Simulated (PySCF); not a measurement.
**[PbI2]2+: other functionals and bases at one geometry**

How far do other levels of theory move the description of [PbI2]2+, and what does each cost? It is a constructed species; whether it can be made isn't addressed.

Program: PySCF 2.14.0. Level of theory: several levels, as the steps say, no spin–orbit coupling. These are calculated values, not measurements.

3 further runs of the same task are left out: 2 for a known fault of the program, 1 that didn't finish. Runs told in other sessions of the task aren't counted.

### Step 1. Starting geometry

3 atoms, charge 2, spin multiplicity 1.

Bond lengths: Pb1–I2 2.683 Å, Pb1–I3 2.683 Å. Angles: I2–Pb1–I3 180.0°.

Geometry (Å):

```xyz
3

Pb    0.00000    0.00000    0.00000
I     0.00000    0.00000    2.68314
I     0.00000    0.00000   -2.68314
```

Formal oxidation states: Pb +4. An earlier session relaxed this geometry at BP86, Pb def2-SVP with ECP60, I def2-SVP with ECP28 (singlet, point group D∞h).

At BP86 on the finer grid: E = -787.965803 Eh, HOMO -17.15 eV, LUMO -16.42 eV, Mulliken charge on Pb1 +0.93 e, largest force component 0.012 eV/Å. The gap is small, and the closed shell wasn't tested for a lower spin-broken solution.

Levels to run: PBE; wB97X; B3LYP; TPSS; BP86, TZVP; BP86, x2c-SVP. Hardware: 2 threads of Arm Neoverse V2, shared host.

### Step 2. PBE

File run.py (the lines that set the calculation):

```python
mol = gto.M(atom='''
Pb     0.00000     0.00000     0.00000
I      0.00000     0.00000     2.68314
I      0.00000     0.00000    -2.68314''',
    basis={'Pb': 'def2-SVP', 'I': 'def2-SVP'},
    ecp={'Pb': 'def2-SVP', 'I': 'def2-SVP'},
    charge=2, spin=0)
mf = dft.RKS(mol, xc='PBE')
mf.grids.atom_grid = (75, 302)
mf = mf.density_fit()  # fitting sets: Pb def2-universal-JKFIT, I def2-universal-JKFIT
mf.conv_tol = 1e-08; mf.max_cycle = 55
mf.kernel(dm0)  # dm0: the density of the relaxed state
```

The run is started by

```
OMP_NUM_THREADS=2 python run.py
```

### Step 3. wB97X

run.py (the lines that set the calculation): that of step 2 with these lines changed.

```diff
@@ -7,3 +7,3 @@
     charge=2, spin=0)
-mf = dft.RKS(mol, xc='PBE')
+mf = dft.RKS(mol, xc='WB97X')
 mf.grids.atom_grid = (75, 302)
```

### Step 4. B3LYP

run.py (the lines that set the calculation): that of step 3 with these lines changed.

```diff
@@ -7,3 +7,3 @@
     charge=2, spin=0)
-mf = dft.RKS(mol, xc='WB97X')
+mf = dft.RKS(mol, xc='B3LYP')
 mf.grids.atom_grid = (75, 302)
```

### Step 5. TPSS

run.py (the lines that set the calculation): that of step 4 with these lines changed.

```diff
@@ -7,3 +7,3 @@
     charge=2, spin=0)
-mf = dft.RKS(mol, xc='B3LYP')
+mf = dft.RKS(mol, xc='TPSS')
 mf.grids.atom_grid = (75, 302)
```

### Step 6. BP86, TZVP

Basis: Pb def2-TZVP with ECP60, I def2-TZVP with ECP28. 

File run.py (the lines that set the calculation):

```python
mol = gto.M(atom='''
Pb     0.00000     0.00000     0.00000
I      0.00000     0.00000     2.68314
I      0.00000     0.00000    -2.68314''',
    basis={'Pb': 'def2-TZVP', 'I': 'def2-TZVP'},
    ecp={'Pb': 'def2-TZVP', 'I': 'def2-TZVP'},
    charge=2, spin=0)
mf = dft.RKS(mol, xc='B88,P86')
mf.grids.atom_grid = (75, 302)
mf = mf.density_fit()  # fitting sets: Pb def2-universal-JKFIT, I def2-universal-JKFIT
mf.conv_tol = 1e-08; mf.max_cycle = 55
mf.kernel(dm0)  # dm0: free metal ions and neutral atoms
```

### Step 7. BP86, x2c-SVP

Basis: Pb x2c-SVPall, I x2c-SVPall. All electrons are treated, with the spin-free X2C Hamiltonian.

File run.py (the lines that set the calculation):

```python
mol = gto.M(atom='''
Pb     0.00000     0.00000     0.00000
I      0.00000     0.00000     2.68314
I      0.00000     0.00000    -2.68314''',
    basis={'Pb': 'x2c-SVPall', 'I': 'x2c-SVPall'},
    nucmod='G',
    charge=2, spin=0)
mf = dft.RKS(mol, xc='B88,P86')
mf.grids.atom_grid = (99, 590)
mf = mf.density_fit()  # fitting sets: Pb AutoAux, I AutoAux
mf = mf.sfx2c1e()
mf.conv_tol = 1e-08; mf.max_cycle = 55
mf.kernel(dm0)  # dm0: free metal ions and neutral atoms
```

Before running it: what results should come out? Wanted: for each run, HOMO; gap; charge on Pb1; dipole; largest force component.

The runs gave:

| level | state | HOMO (eV) | gap (eV) | charge on Pb1 (e) | dipole (D) | largest force component (eV/Å) | basis functions | time |
| --- | --- | --- | --- | --- | --- | --- | --- | --- |
| BP86 (relaxed here) | singlet | -17.15 | 0.73 | 0.93 | 0.00 | 0.01 | 78 | 4.3 s |
| PBE | singlet | -17.02 | 0.75 | 0.94 | 0.00 | 0.03 | 78 | 2.7 s |
| wB97X | singlet | -20.22 | 6.45 | 1.01 | 0.00 | 0.52 | 78 | 3.5 s |
| B3LYP | singlet | -17.85 | 2.06 | 0.97 | 0.00 | 0.02 | 78 | 2.5 s |
| TPSS | singlet | -17.10 | 0.87 | 0.99 | 0.00 | 0.10 | 78 | 3.1 s |
| BP86, TZVP | singlet | -17.04 | 0.87 | 1.00 | 0.00 | 0.29 | 150 | 8.1 s |
| BP86, x2c-SVP | singlet | -17.16 | 0.72 | 1.03 | 0.00 | 0.15 | 134 | 20 s |

Times are on 2 threads of Arm Neoverse V2, shared host; the first row also made further properties. The dipole of a charged species depends on the origin, so these sizes hold for this origin alone.

In one basis the HOMO–LUMO gap runs from 0.73 eV (BP86) to 6.45 eV (wB97X). The largest leftover force, 0.52 eV/Å with wB97X, stands at a geometry relaxed at another level. The Mulliken charge on Pb spans +0.93 to +1.03 e over the levels. Total energies of different levels can't be compared. Spin–orbit coupling is left out throughout.
